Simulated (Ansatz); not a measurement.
Working through the interaction energy of a dimer with the counterpoise correction of ClHSi, SMILES [SiH]Cl

Program: the Ansatz DFT code, driven from Python.

The cells in order, each with its output:

```python
import ansatz as az
import numpy as np
```

```python
FIRST = [
    ("Si", (-0.4439, 0.4524, -0.2022)),
    ("Cl", (1.3037, 0.4561, 0.7658)),
    ("H", (-0.8597, -0.9085, -0.5637)),
]
SECOND = [
    ("Si", (-0.8534, 2.4882, -3.6574)),
    ("Cl", (-0.8959, 0.5314, -3.2573)),
    ("H", (-1.8762, 3.2184, -2.8983)),
]
```

```python
def energy(atoms, ghosts=()):
    molecule = az.Crystal.molecule()
    for symbol, xyz in atoms:
        molecule = molecule.atom(symbol, xyz)
    calc = (
        molecule.calculation()
        .basis(gaussian="def2-SVP")
        .functional("pbe0", dispersion="d3bj")
    )
    deck = calc.input()
    if ghosts:
        deck = deck.set(az.key.basis.gaussian.ghost_atoms, [{"symbol": s, "position_ang": list(xyz)} for s, xyz in ghosts])
    return az.Session.from_dict(deck).plan().execute().report["free_energy_ev"]

# ghost atoms carry the functions of the partner
direction = np.array([-0.2977, 0.5122, -0.8057])
print("shift (A)   counterpoise-corrected interaction (kJ/mol)")
for shift in (-0.3, 0.0, 0.4, 1.0, 2.0):
    moved = [(s, tuple(np.round(np.array(xyz) + shift * direction, 4))) for s, xyz in SECOND]
    gain = energy(FIRST + moved) - energy(FIRST, moved) - energy(moved, FIRST)
    print(f"{shift:8.2f} {96.485332 * gain:14.3f}")
```

    shift (A)   counterpoise-corrected interaction (kJ/mol)
       -0.30         -6.326
        0.00         -9.924
        0.40         -9.548
        1.00         -6.504
        2.00         -2.713

The dimer is a generated trial pose of unrelaxed monomers, not a minimum, so the figure is no binding energy, and the basis set is small. Timing: 29 s on 1 thread of Arm Neoverse V1, with other jobs on the host, peak memory 0.23 GiB.
